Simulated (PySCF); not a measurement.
**C2H8Cl2GaN: electronic excitations**

What electronic excitations should C2H8Cl2GaN (`C[CH2][Ga-]([NH3+])([Cl])[Cl]`) show?

Computed with PySCF 2.14.0, with density-fitted response routines of our own, on a single molecule in the gas phase. Atoms count from 0, in the outputs and in this text.

## 1. The molecule as given

14 atoms, charge 0, multiplicity 1; geometry from: GFN2-xTB.

Bonds of the start (Å): C0–C1 1.53, C1–Ga2 2.05, Ga2–N3 2.30, Ga2–Cl4 2.12, Ga2–Cl5 2.12, C0–H6 1.09, C0–H7 1.09, C0–H8 1.09, C1–H9 1.10, C1–H10 1.10, N3–H11 1.02, N3–H12 1.02, N3–H13 1.02.

## 2. Ultraviolet spectrum: PBE0/def2-SVPD

Job settings and geometry (Å):

```
{"job": {"kind": "uv", "xc": "PBE0", "basis": "def2-SVPD", "nstates": 8, "ntriplets": 3}, "charge": 0, "multiplicity": 1}
C     -1.841040    -0.442262    -0.559830
C     -1.040054    -0.524133     0.739517
Ga     0.462868     0.873260     0.838474
N      2.006680    -0.014476    -0.624055
Cl     1.771042     0.918655     2.505539
Cl     0.268599     2.715011    -0.188332
H     -2.647431    -1.176655    -0.562307
H     -1.203286    -0.629232    -1.424398
H     -2.278339     0.549004    -0.677461
H     -0.597568    -1.519834     0.853614
H     -1.711778    -0.387680     1.594846
H      1.727314     0.087123    -1.596678
H      2.233652    -0.989148    -0.443628
H      2.848664     0.539894    -0.477465
```

Level: TDDFT PBE0/def2-SVPD, vertical, gas phase, core orbitals frozen in the response.

Run with:

```sh
> OMP_NUM_THREADS=1 python probes_run.py task.json out
```

One launch serves the whole session: the jobs run in the order shown.

Log:

```text
coarse grid: 55304 points
cycle   1  E = -2979.7761753534  dE = -3.237e-01  |g| = 6.611e-01  |ddm| = 4.973e+00
cycle   2  E = -2979.7396018412  dE =  3.657e-02  |g| = 8.456e-01  |ddm| = 2.027e+00
cycle   3  E = -2979.8613215444  dE = -1.217e-01  |g| = 5.727e-02  |ddm| = 1.157e+00
cycle   4  E = -2979.8620133374  dE = -6.918e-04  |g| = 1.680e-02  |ddm| = 1.328e-01
cycle   5  E = -2979.8620717103  dE = -5.837e-05  |g| = 4.600e-03  |ddm| = 3.287e-02
cycle   6  E = -2979.8620760957  dE = -4.385e-06  |g| = 1.458e-03  |ddm| = 6.379e-03
final grid: 113168 points
cycle   7  E = -2979.8620596819  dE =  1.748e-07  |g| = 1.907e-03  |ddm| = 1.031e-02
cycle   8  E = -2979.8620589635  dE =  7.184e-07  |g| = 2.625e-03  |ddm| = 4.270e-03
cycle   9  E = -2979.8620604908  dE = -1.527e-06  |g| = 9.427e-05  |ddm| = 2.383e-03
cycle  10  E = -2979.8620604931  dE = -2.309e-09  |g| = 1.507e-05  |ddm| = 1.753e-04
cycle  11  E = -2979.8620604932  dE = -3.820e-11  |g| = 6.086e-06  |ddm| = 3.018e-05
converged SCF energy = -2979.8620604932

Static polarisability (au): isotropic 92.337, principal 82.940 91.868 102.202

Singlet excitations
state   eV       nm        f      main configurations
  1   6.0546    204.8   0.06676   H->L 0.99
  2   6.8236    181.7   0.10438   H->L+1 0.93
  3   6.8933    179.9   0.02837   H-1->L 0.95
  4   7.1119    174.3   0.00077   H-2->L 0.92
  5   7.2183    171.8   0.14031   H-3->L 0.94
  6   7.4467    166.5   0.06163   H->L+2 0.71, H-4->L 0.16
  7   7.5533    164.1   0.02023   H-1->L+1 0.70, H->L+3 0.11, H-4->L 0.10
  8   7.6055    163.0   0.02079   H->L+3 0.48, H->L+2 0.17, H-1->L+1 0.15

Triplet excitations (Tamm-Dancoff, eV): 5.7262 6.3100 6.7330
```

It took 79 s on 1 thread of Arm Neoverse N1, shared host; peak memory 0.83 GiB.

The orbitals next to the gap, with their largest atomic shares:

```csv
orbital,eV,atoms
HOMO−3,-8.80,"Cl5 51 %, Cl4 30 %, N3 10 %"
HOMO−2,-8.71,"Cl4 56 %, Cl5 35 %, Ga2 7 %"
HOMO−1,-8.47,"Cl5 48 %, Cl4 47 %"
HOMO,-7.57,"C1 33 %, Ga2 16 %, Cl4 14 %"
LUMO,-0.59,"Ga2 32 %, H12 11 %, N3 11 %"
LUMO+1,0.34,"Ga2 31 %, Cl5 19 %, Cl4 18 %"
LUMO+2,0.97,"C0 19 %, Cl4 14 %, Cl5 10 %"
```

With each of the 8 states as a Gaussian band of 0.4 eV half-width at 1/e, the curve within the window shown has maxima at 203 nm (ε 2,900), 173 nm (ε 10,000) L/(mol cm). Beyond the last state computed it falls off for lack of states. The curve at chosen wavelengths:

(nm, ε (L/mol/cm)): (157, 1829), (160, 3684), (163, 6005), (165, 7532), (168, 9357), (171, 10322), (174, 10415), (177, 9815), (179, 9125), (182, 7774), (185, 6225), (188, 4754), (191, 3629), (193, 3146), (196, 2807), (199, 2781), (202, 2846), (205, 2821), (207, 2708), (210, 2392), (213, 1956), (216, 1485), (219, 1051), (221, 806), (224, 514), (227, 310)

Ground-state properties from the same run:

```csv
property,computed
dipole moment (D),5.21
polarisability (Å³),13.68
HOMO–LUMO gap (eV),6.99
−ε(HOMO) (eV),7.57
```

## 3. Results

```
                                quantity                        value
         lowest singlet (PBE0/def2-SVPD)  6.05 eV (205 nm), f = 0.067
brightest single state of those computed  state 5, 7.22 eV, f = 0.140
                          lowest triplet                      5.73 eV
```

**Reading.** The first singlet state (HOMO→LUMO 0.99) lies at 6.05 eV and is bright; of the 8 states computed, the strongest absorption comes from state 5 at 7.22 eV. The lowest triplet lies 0.33 eV below the lowest singlet (triplets in Tamm-Dancoff, singlets in full TDDFT).
